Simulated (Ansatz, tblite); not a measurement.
**The cluster TaGe₁₂: one state, many levels**

How do method and basis change the picture of the cluster TaGe₁₂ (doublet)?

Computed with Ansatz 0.2.0, Gaussian basis. Level: level and basis change from run to run.

The runs, in order: GFN1-xTB, GFN2-xTB, PBE-D4/def2-TZVP, r2SCAN-D4/def2-TZVP, LDA/def2-TZVP, PBE-D4/def2-SVP, PBE0-D4/def2-SVP, MP2/def2-SVP, RPA/def2-SVP.

**1. The geometry**

The doublet was relaxed beforehand with PBE-D4/def2-SVP. At that level it is the lowest of the isomers that a small search found.

13 atoms, charge 0, spin multiplicity 2.

Bond lengths: Ta1–Ge2 2.678 Å, Ta1–Ge3 2.657 Å, Ta1–Ge6 2.683 Å, Ta1–Ge7 2.655 Å, Ta1–Ge9 2.624 Å, Ta1–Ge10 3.004 Å, Ta1–Ge12 2.705 Å, Ta1–Ge13 2.813 Å, Ge2–Ge4 2.784 Å, Ge2–Ge5 2.433 Å, Ge2–Ge7 2.789 Å, Ge2–Ge12 2.599 Å, Ge3–Ge7 2.666 Å, Ge3–Ge11 2.575 Å, Ge4–Ge5 2.440 Å, Ge4–Ge11 2.473 Å, Ge6–Ge8 2.559 Å and more. Angles: Ge2–Ta1–Ge3 63.7°, Ge2–Ta1–Ge6 150.2°, Ge2–Ta1–Ge7 63.1°, Ge2–Ta1–Ge9 149.4°, Ge2–Ta1–Ge10 102.1°, Ge2–Ta1–Ge12 57.7°, Ge2–Ta1–Ge13 120.5°, Ge3–Ta1–Ge6 144.2°, Ge3–Ta1–Ge7 60.3°, Ge3–Ta1–Ge9 89.5°, Ge3–Ta1–Ge10 160.5°, Ge3–Ta1–Ge12 107.3°, Ge3–Ta1–Ge13 119.5°, Ge6–Ta1–Ge7 115.5°, Ge6–Ta1–Ge9 59.9°, Ge6–Ta1–Ge10 53.3°, Ge6–Ta1–Ge12 105.4°, Ge6–Ta1–Ge13 62.2° and more.

Ta takes a core potential in the def2 sets. No spin-orbit coupling is included.

PBE0-D4/def2-TZVP was run before; its log isn't repeated, and its numbers join the tables.

**2. GFN1-xTB**

Tight binding, by tblite at 300 K electronic temperature and without a spin-polarisation term:

```python
tblite.interface.Calculator('GFN1-xTB', numbers, positions, charge=0, uhf=1).singlepoint()
```

Energy -600.3895 eV; 0.09 s.

**3. GFN2-xTB**

Tight binding, by tblite at 300 K electronic temperature and without a spin-polarisation term:

```python
tblite.interface.Calculator('GFN2-xTB', numbers, positions, charge=0, uhf=1).singlepoint()
```

Energy -693.3526 eV; 0.24 s.

**4. PBE-D4/def2-TZVP**

start.molden holds the orbitals of an earlier run on this state, given as this run's starting guess.

The input, in.yaml:

```yaml
crystal:
  periodic: [false, false, false]
  atoms:
    - {symbol: Ta, position_ang: [-0.068127, -0.501788, 0.263067]}
    - {symbol: Ge, position_ang: [-0.787012, 1.560632, -1.285959]}
    - {symbol: Ge, position_ang: [1.464378, 1.663901, 0.399304]}
    - {symbol: Ge, position_ang: [-0.227849, 4.074108, -0.226683]}
    - {symbol: Ge, position_ang: [-1.017762, 3.658642, -2.497068]}
    - {symbol: Ge, position_ang: [-0.652893, -2.831987, 1.457464]}
    - {symbol: Ge, position_ang: [-0.966320, 1.672414, 1.494759]}
    - {symbol: Ge, position_ang: [1.193963, -4.555891, 1.052665]}
    - {symbol: Ge, position_ang: [1.820841, -1.884889, 1.448138]}
    - {symbol: Ge, position_ang: [-1.702047, -2.747138, -0.881591]}
    - {symbol: Ge, position_ang: [0.760667, 3.568881, 1.983282]}
    - {symbol: Ge, position_ang: [-0.780276, -0.821079, -2.326784]}
    - {symbol: Ge, position_ang: [0.962437, -2.855808, -0.880604]}
basis:
  gaussian: {orbitals: def2-TZVP, fitting: {mean_field: def2-universal-jkfit}, initial_orbitals: start.molden}
magnetization: {spin_polarized: true, initial_magnetization: 1}
hamiltonian: {xc: pbe, dispersion: d4}
scf: {omitted_lower_state_checks: [starts]}
output: {forces: true, orbitals: {seedname: orbitals}}
```

Run with:

```bash
$ ansatz run in.yaml --threads 2 --pin off --events-out ev --progress --plain --max-ram 22528MiB --backend cuda --devices 0, --max-vram 18GiB
```

Further steps of the session: r2SCAN-D4/def2-TZVP; LDA/def2-TZVP; PBE-D4/def2-SVP; PBE0-D4/def2-SVP; MP2/def2-SVP; RPA/def2-SVP.

Q: Predict the results of all the runs planned. Wanted: gap in def2-TZVP, functionals, smallest and largest; correlation energy, MP2/def2-SVP; binding an atom, functionals in def2-TZVP; ⟨S²⟩ in def2-TZVP, smallest and largest; PBE0 total energy, smallest basis above largest.

As calculated:

| quantity | value |
| --- | --- |
| gap in def2-TZVP, functionals, smallest and largest | 0.21 eV (LDA), 1.51 eV (PBE0-D4) |
| correlation energy, MP2/def2-SVP | -85.13 eV |
| binding an atom, functionals in def2-TZVP | 3.38 (PBE0-D4) to 4.14 eV (LDA) |
| ⟨S²⟩ in def2-TZVP, smallest and largest | 0.753, 0.774 |
| PBE0 total energy, smallest basis above largest | 85.82 eV (def2-SVP, def2-TZVP) |

In words: Orbital gaps of the functionals in def2-TZVP span 0.21 eV (LDA) to 1.51 eV (PBE0-D4); exact exchange widens it. In def2-TZVP spin contamination reaches 0.02 (r2SCAN-D4), which is small.
